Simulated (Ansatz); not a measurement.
# C₂H₁₀InNSi: basis-set convergence

Aim: see how fast density functionals converge with the basis set for C₂H₁₀InNSi.

The runs use Ansatz 0.2.0, Gaussian basis; one geometry, several basis sets.

Plan: PBE0-D4/def2-SVP; ωB97M-V/def2-SVP; PBE0-D4/def2-QZVPP; ωB97M-V/def2-QZVPP; the functionals' def2-TZVPP values are taken from earlier runs.

## 1. The relaxed structure

An earlier PBE0-D4 in a triple-zeta def2 set relaxation fixed the geometry. In takes the def2 core potential; no spin-orbit term is included.

15 atoms, charge 0, spin multiplicity 1.

Atoms are counted from 1 here; the program's logs count them from 0.

Bond lengths: C1–N2 1.442 Å, C1–H6 1.099 Å, C1–H7 1.093 Å, C1–H8 1.099 Å, N2–In3 2.020 Å, N2–H9 1.009 Å, In3–C4 2.151 Å, In3–Si5 2.564 Å, C4–H10 1.091 Å, C4–H11 1.091 Å, C4–H12 1.091 Å, Si5–H13 1.491 Å, Si5–H14 1.490 Å, Si5–H15 1.490 Å. Angles: N2–C1–H6 112.7°, N2–C1–H7 110.1°, N2–C1–H8 112.8°, H6–C1–H7 106.8°, H6–C1–H8 107.3°, H7–C1–H8 106.9°, C1–N2–In3 128.8°, C1–N2–H9 112.4°, In3–N2–H9 118.8°, N2–In3–C4 113.3°, N2–In3–Si5 114.8°, C4–In3–Si5 131.9°, In3–C4–H10 110.3°, In3–C4–H11 110.2°, In3–C4–H12 110.3°, H10–C4–H11 108.9°, H10–C4–H12 108.1°, H11–C4–H12 108.9° and more.

## 2. PBE0-D4 in def2-SVP

in.yaml

```yaml
crystal:
  periodic: [false, false, false]
  atoms:
    - {symbol: C, position_ang: [-0.882848, -1.753609, 1.521430]}
    - {symbol: N, position_ang: [0.091481, -1.455056, 0.501210]}
    - {symbol: In, position_ang: [0.403711, 0.282090, -0.481870]}
    - {symbol: C, position_ang: [1.999733, 0.171391, -1.919406]}
    - {symbol: Si, position_ang: [-1.160674, 2.196064, 0.197253]}
    - {symbol: H, position_ang: [-0.422706, -2.073384, 2.466464]}
    - {symbol: H, position_ang: [-1.477671, -0.863621, 1.744290]}
    - {symbol: H, position_ang: [-1.587819, -2.540456, 1.219271]}
    - {symbol: H, position_ang: [0.669094, -2.250909, 0.275962]}
    - {symbol: H, position_ang: [2.774840, 0.901629, -1.681636]}
    - {symbol: H, position_ang: [2.440459, -0.826169, -1.917007]}
    - {symbol: H, position_ang: [1.624039, 0.389826, -2.920312]}
    - {symbol: H, position_ang: [-2.115692, 2.514287, -0.902249]}
    - {symbol: H, position_ang: [-0.392370, 3.439374, 0.488221]}
    - {symbol: H, position_ang: [-1.963579, 1.868562, 1.408379]}
basis:
  gaussian: {orbitals: def2-SVP}
hamiltonian: {xc: pbe0, dispersion: d4}
output: {orbitals: {seedname: orbitals}}
```

After this run come: ωB97M-V in def2-SVP; PBE0-D4 in def2-QZVPP; ωB97M-V in def2-QZVPP.

Before running them: what should the planned runs give, taken together? Wanted: PBE0-D4: double and triple zeta above quadruple; ωB97M-V: double and triple zeta above quadruple.

The runs gave:

| quantity | value |
| --- | --- |
| PBE0-D4: double and triple zeta above quadruple | 7.75, 0.54 eV |
| ωB97M-V: double and triple zeta above quadruple | 8.01, 0.52 eV |

In words: PBE0-D4 gains 7.21 eV from double to triple zeta, then 0.54 eV more. These are total energies; as a rule much of such shifts cancels in differences, which this series doesn't test.
